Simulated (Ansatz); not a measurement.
# C6H12S: the cost of one run

Program: Ansatz 0.2.0, Gaussian basis. Level of theory: the settings change from run to run. These are calculated values, not measurements.

### Step 1. The geometry

The structure was relaxed beforehand with PBE0-D4 in a triple-zeta def2 set.

SMILES `SC1CCCCC1`, 19 atoms, charge 0, spin multiplicity 1.

Atoms are counted from 1 here; the program's logs count them from 0.

Bond lengths: S1–C2 1.826 Å, S1–H8 1.342 Å, C2–C3 1.543 Å, C2–C7 1.522 Å, C2–H9 1.093 Å, C3–C4 1.529 Å, C3–H10 1.094 Å, C3–H11 1.092 Å, C4–C5 1.521 Å, C4–H12 1.093 Å, C4–H13 1.096 Å, C5–C6 1.537 Å, C5–H14 1.093 Å, C5–H15 1.096 Å, C6–C7 1.528 Å, C6–H16 1.093 Å, C6–H17 1.093 Å, C7–H18 1.092 Å and more. Angles: C2–S1–H8 97.8°, S1–C2–C3 114.0°, S1–C2–C7 112.5°, S1–C2–H9 100.9°, C3–C2–C7 110.9°, C3–C2–H9 109.2°, C7–C2–H9 108.8°, C2–C3–C4 112.8°, C2–C3–H10 109.1°, C2–C3–H11 109.1°, C4–C3–H10 109.4°, C4–C3–H11 109.9°, H10–C3–H11 106.3°, C3–C4–C5 111.3°, C3–C4–H12 109.5°, C3–C4–H13 110.1°, C5–C4–H12 110.7°, C5–C4–H13 109.1° and more.

Geometry (Å):

```
S    -0.3164   -2.4270    0.8222
C     0.6354   -0.8707    0.8979
C     1.3624   -0.5164   -0.4158
C     0.7261    0.6676   -1.1443
C    -0.7917    0.6097   -1.0705
C    -1.2806    0.7106    0.3832
C    -0.2037    0.3012    1.3876
H    -1.1629   -2.0753   -0.1577
H     1.3757   -1.1188    1.6628
H     2.4094   -0.2871   -0.1948
H     1.3707   -1.3930   -1.0669
H     1.0625    0.6794   -2.1844
H     1.0705    1.6096   -0.7032
H    -1.2367    1.4037   -1.6752
H    -1.1274   -0.3313   -1.5208
H    -2.1693    0.0898    0.5228
H    -1.5912    1.7355    0.6038
H    -0.6537    0.0656    2.3540
H     0.4790    1.1428    1.5557
```

### Step 2. PBE-QIDH/6-31G

Set apart from the defaults: charge -1, multiplicity 2.

File in.yaml:

```yaml
crystal:
  periodic: [false, false, false]
  atoms:
    - {symbol: S, position_ang: [-0.316399, -2.426957, 0.822231]}
    - {symbol: C, position_ang: [0.635376, -0.870723, 0.897850]}
    - {symbol: C, position_ang: [1.362422, -0.516357, -0.415796]}
    - {symbol: C, position_ang: [0.726111, 0.667582, -1.144349]}
    - {symbol: C, position_ang: [-0.791704, 0.609694, -1.070502]}
    - {symbol: C, position_ang: [-1.280628, 0.710581, 0.383157]}
    - {symbol: C, position_ang: [-0.203736, 0.301171, 1.387627]}
    - {symbol: H, position_ang: [-1.162887, -2.075268, -0.157696]}
    - {symbol: H, position_ang: [1.375674, -1.118760, 1.662820]}
    - {symbol: H, position_ang: [2.409406, -0.287146, -0.194819]}
    - {symbol: H, position_ang: [1.370699, -1.393049, -1.066922]}
    - {symbol: H, position_ang: [1.062506, 0.679390, -2.184353]}
    - {symbol: H, position_ang: [1.070456, 1.609611, -0.703150]}
    - {symbol: H, position_ang: [-1.236683, 1.403726, -1.675198]}
    - {symbol: H, position_ang: [-1.127383, -0.331298, -1.520811]}
    - {symbol: H, position_ang: [-2.169327, 0.089789, 0.522775]}
    - {symbol: H, position_ang: [-1.591170, 1.735528, 0.603840]}
    - {symbol: H, position_ang: [-0.653723, 0.065612, 2.354044]}
    - {symbol: H, position_ang: [0.478989, 1.142771, 1.555653]}
basis:
  gaussian: {orbitals: 6-31G}
total_charge: -1
magnetization: {spin_polarized: true, initial_magnetization: 1}
hamiltonian: {xc: {name: PBE-QIDH}}
output: {forces: true}
```

Launch:

```
> ansatz run in.yaml --threads 2 --pin off --events-out ev --progress --plain --max-ram 32768MiB --backend cpu
```

**Question.** How long does this run take on 2 threads of AMD EPYC 7R13, shared host, and how much memory does it need?

About 17 s, with a peak of 0.42 GiB.
